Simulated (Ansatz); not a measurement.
**CH₃F₂Ge radical: a ladder of functionals and wavefunction methods**

One table from this session's results is given with a row withheld; the runs are named, their logs left out.

The runs use Ansatz 0.2.0, Gaussian basis; functionals in def2-TZVPP, the program's frozen cores in correlated methods.

Levels to be run: LDA (SPW92), PBE-D4, revPBE-D4, BLYP-D4, r2SCAN-D4, B97M-V, PBE0-D4, B3LYP-D4, r2SCANh-D4, r2SCAN0-D4, HSE06-D4, BHLYP-D4, CAM-B3LYP-D4, LC-ωPBE, ωB97X-V, ωB97M-V, B2PLYP, PBE-QIDH; CCSD(T)/def2-SVP; CCSD(T)/def2-TZVPP; MP2/def2-QZVPP; extrapolation to the limit; RPA on PBE.

## The geometry

All runs share one geometry, relaxed beforehand with PBE0-D4 in a triple-zeta def2 set.

7 atoms, charge 0, spin multiplicity 2.

Atoms are counted from 1 here; the program's logs count them from 0.

Bond lengths: C1–Ge2 1.964 Å, C1–H5 1.089 Å, C1–H6 1.089 Å, C1–H7 1.092 Å, Ge2–F3 1.741 Å, Ge2–F4 1.741 Å. Angles: Ge2–C1–H5 109.5°, Ge2–C1–H6 109.5°, Ge2–C1–H7 105.9°, H5–C1–H6 110.6°, H5–C1–H7 110.6°, H6–C1–H7 110.6°, C1–Ge2–F3 106.9°, C1–Ge2–F4 106.9°, F3–Ge2–F4 103.0°.

The first run:

The input, in.yaml:

```yaml
crystal:
  periodic: [false, false, false]
  atoms:
    - {symbol: C, position_ang: [-0.293767, 0.798123, -0.204428]}
    - {symbol: Ge, position_ang: [-0.107820, -0.967178, 0.636687]}
    - {symbol: F, position_ang: [1.518502, -1.065855, 1.249652]}
    - {symbol: F, position_ang: [-0.114072, -2.142017, -0.647875]}
    - {symbol: H, position_ang: [-1.263912, 0.867664, -0.693612]}
    - {symbol: H, position_ang: [-0.189370, 1.574176, 0.551993]}
    - {symbol: H, position_ang: [0.511538, 0.866987, -0.938217]}
basis:
  gaussian: {orbitals: def2-TZVPP}
magnetization: {spin_polarized: true, initial_magnetization: 1}
hamiltonian: {xc: lda}
output: {orbitals: {seedname: orbitals}}
```

Launch:

```
> ansatz run in.yaml --threads 2 --pin off --events-out ev --progress --plain --max-ram 32768MiB --backend cpu
```

Among the steps run: LDA; PBE-D4 (GGA); revPBE-D4 (GGA); BLYP-D4 (GGA); r2SCAN-D4 (meta-GGA); B97M-V (meta-GGA); PBE0-D4 (hybrid); B3LYP-D4 (hybrid); r2SCANh-D4 (hybrid); r2SCAN0-D4 (hybrid); HSE06-D4 (hybrid); BHLYP-D4 (hybrid); CAM-B3LYP-D4 (range-separated); LC-ωPBE (range-separated); ωB97X-V (range-separated); ωB97M-V (range-separated); B2PLYP (double hybrid); PBE-QIDH (double hybrid).

One of the session's tables, all rows but one given; the rest of the session is left out.

| functional | HOMO (eV) | LUMO (eV) | gap (eV) |
| --- | --- | --- | --- |
| LDA (SPW92) | -5.81 | -4.84 | 0.97 |
| PBE-D4 | ? | ? | ? |
| revPBE-D4 | -5.69 | -4.27 | 1.42 |
| BLYP-D4 | -5.57 | -4.49 | 1.08 |
| r2SCAN-D4 | -6.16 | -4.08 | 2.09 |
| B97M-V | -5.99 | -4.57 | 1.42 |
| PBE0-D4 | -7.04 | -3.50 | 3.54 |
| B3LYP-D4 | -6.77 | -3.95 | 2.82 |
| r2SCANh-D4 | -6.64 | -3.74 | 2.90 |
| r2SCAN0-D4 | -7.35 | -3.26 | 4.10 |
| HSE06-D4 | -6.64 | -3.88 | 2.76 |
| BHLYP-D4 | -8.18 | -2.72 | 5.46 |
| CAM-B3LYP-D4 | -8.34 | -2.64 | 5.70 |
| LC-ωPBE | -9.74 | -1.13 | 8.61 |
| ωB97X-V | -9.23 | -1.58 | 7.65 |
| ωB97M-V | -9.07 | -1.67 | 7.40 |

**Question.** Estimate the row for PBE-D4.

As computed: HOMO (eV): -5.73; LUMO (eV): -4.43; gap (eV): 1.30. In the column «HOMO (eV)» it lies between LDA (SPW92) (-5.81) and revPBE-D4 (-5.69).
